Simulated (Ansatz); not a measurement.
# BaSr: the cost of one run

Computed with Ansatz 0.2.0 (DFT LDA, scalar-relativistic, plane waves, PAW, unless a step's input says otherwise).

1 further run of the same task is left out (set aside as unsound or not needed).

**1. The structure to begin with**

The structure is orthorhombic, space group Cmmm (No. 65). Conventional cell: a = 5.017 Å, b = 6.931 Å, c = 6.921 Å, α = 90.00°, β = 90.00°, γ = 90.00°. Around Ba (site symmetry mmm) lie 4 Sr at 4.27 Å and 4 Ba at 4.28 Å. Sr (site symmetry mmm) has 4 Ba at 4.27 Å and 4 Sr at 4.28 Å as nearest neighbours.

As a file:

```cif
data_structure
_symmetry_space_group_name_H-M 'Cmmm'
_symmetry_Int_Tables_number 65
_cell_length_a 5.0172
_cell_length_b 6.9314
_cell_length_c 6.9208
_cell_angle_alpha 90.000
_cell_angle_beta 90.000
_cell_angle_gamma 90.000
_cell_volume 240.68
loop_
_atom_site_label
_atom_site_type_symbol
_atom_site_symmetry_multiplicity
_atom_site_Wyckoff_symbol
_atom_site_fract_x
_atom_site_fract_y
_atom_site_fract_z
_atom_site_occupancy
Ba1 Ba 2 a 0.00000 0.00000 0.00000 1
Sr1 Sr 2 c 0.50000 0.00000 0.50000 1
```

Source of the structure: the Materials Project (structure only).

**2. A first look at the start**

input.yaml

```yaml
crystal:
  lattice:
    - [2.50860237, -3.46572146, 0.0]
    - [2.50860237, 3.46572146, 0.0]
    - [0.0, 0.0, 6.9208264]
  atoms:
    - { symbol: Ba, position: [0.0, 0.0, 0.0] }
    - { symbol: Sr, position: [0.5, 0.5, 0.5] }
basis:
  ecutwfc: 420
kpoints:
  mp_grid: { grid: [4, 4, 4] }
hamiltonian:
  xc: lda
scf:
  occupations: { method: gaussian, width: 0.1 }
output:
  forces: true
  stress: true
  eigenvalues: true
```

What time and memory should one allow on 1 thread of an Arm CPU, shared host?

About 2.2 s, with a peak of 0.33 GiB.
